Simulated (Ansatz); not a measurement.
**CH6AlNO: small, medium and large basis sets**

One table from this session's results is given with a row withheld; the runs are named, their logs left out.

The runs use Ansatz 0.2.0, Gaussian basis; one geometry, several basis sets.

Levels to be run: PBE0-D4/def2-SVP; ωB97M-V/def2-SVP; PBE0-D4/def2-QZVPP; ωB97M-V/def2-QZVPP; the functionals' def2-TZVPP values are taken from earlier runs.

## Structure used throughout

The geometry comes from an earlier relaxation with PBE0-D4 in a triple-zeta def2 set; it is a stationary point, not always the lowest conformer.

10 atoms, charge 0, spin multiplicity 1.

Atoms are counted from 1 here; the program's logs count them from 0.

Bond lengths: N1–C2 1.286 Å, N1–H5 1.014 Å, N1–H6 1.022 Å, C2–Al4 2.085 Å, C2–H7 1.094 Å, O3–Al4 1.727 Å, O3–H8 0.955 Å, Al4–H9 1.602 Å, Al4–H10 1.641 Å. Angles: C2–N1–H5 125.2°, C2–N1–H6 116.5°, H5–N1–H6 118.2°, N1–C2–Al4 114.1°, N1–C2–H7 112.9°, Al4–C2–H7 132.9°, Al4–O3–H8 120.8°, C2–Al4–O3 109.9°, C2–Al4–H9 102.3°, C2–Al4–H10 91.5°, O3–Al4–H9 115.8°, O3–Al4–H10 116.5°, H9–Al4–H10 116.5°.

Geometry (Å):

```xyz
10
CH6AlNO
N     0.8718   -0.4569   -1.4102
C    -0.1983   -0.6916   -0.7363
O    -0.7925   -0.0878    2.2749
Al   -0.5888    0.7101    0.7571
H     1.1843   -0.9878   -2.2154
H     1.4361    0.3402   -1.1076
H    -0.7547   -1.5563   -1.1087
H    -0.0492   -0.2288    2.8570
H    -1.8827    1.4632    0.1871
H     0.8570    1.4447    0.5051
```

The first run:

The input, in.yaml:

```yaml
crystal:
  periodic: [false, false, false]
  atoms:
    - {symbol: N, position_ang: [0.871830, -0.456939, -1.410161]}
    - {symbol: C, position_ang: [-0.198291, -0.691607, -0.736288]}
    - {symbol: O, position_ang: [-0.792540, -0.087789, 2.274947]}
    - {symbol: Al, position_ang: [-0.588757, 0.710092, 0.757067]}
    - {symbol: H, position_ang: [1.184307, -0.987816, -2.215397]}
    - {symbol: H, position_ang: [1.436135, 0.340193, -1.107615]}
    - {symbol: H, position_ang: [-0.754672, -1.556309, -1.108724]}
    - {symbol: H, position_ang: [-0.049217, -0.228771, 2.857036]}
    - {symbol: H, position_ang: [-1.882691, 1.463152, 0.187068]}
    - {symbol: H, position_ang: [0.856995, 1.444695, 0.505066]}
basis:
  gaussian: {orbitals: def2-SVP}
hamiltonian: {xc: pbe0, dispersion: d4}
output: {orbitals: {seedname: orbitals}}
```

Command:

```bash
$ ansatz run in.yaml --threads 2 --pin off --events-out ev --progress --plain --max-ram 4352MiB
```

Steps of the session up to this table: PBE0-D4 in def2-SVP; ωB97M-V in def2-SVP; PBE0-D4 in def2-QZVPP; ωB97M-V in def2-QZVPP.

One of the session's tables, all rows but one given; the rest of the session is left out.

It belongs to the step «Functionals by basis». 

| functional | basis | HOMO (eV) | LUMO (eV) |
| --- | --- | --- | --- |
| PBE0-D4 | def2-SVP | ? | ? |
| PBE0-D4 | def2-TZVPP | -7.10 | -2.20 |
| PBE0-D4 | def2-QZVPP | -7.13 | -2.25 |
| ωB97M-V | def2-SVP | -9.10 | 0.27 |
| ωB97M-V | def2-TZVPP | -9.32 | 0.07 |
| ωB97M-V | def2-QZVPP | -9.36 | -0.01 |

Q: Estimate the row for PBE0-D4, def2-SVP from the others.

**Answer.** HOMO (eV): -6.93; LUMO (eV): -2.09. In the column «HOMO (eV)» it is the highest.
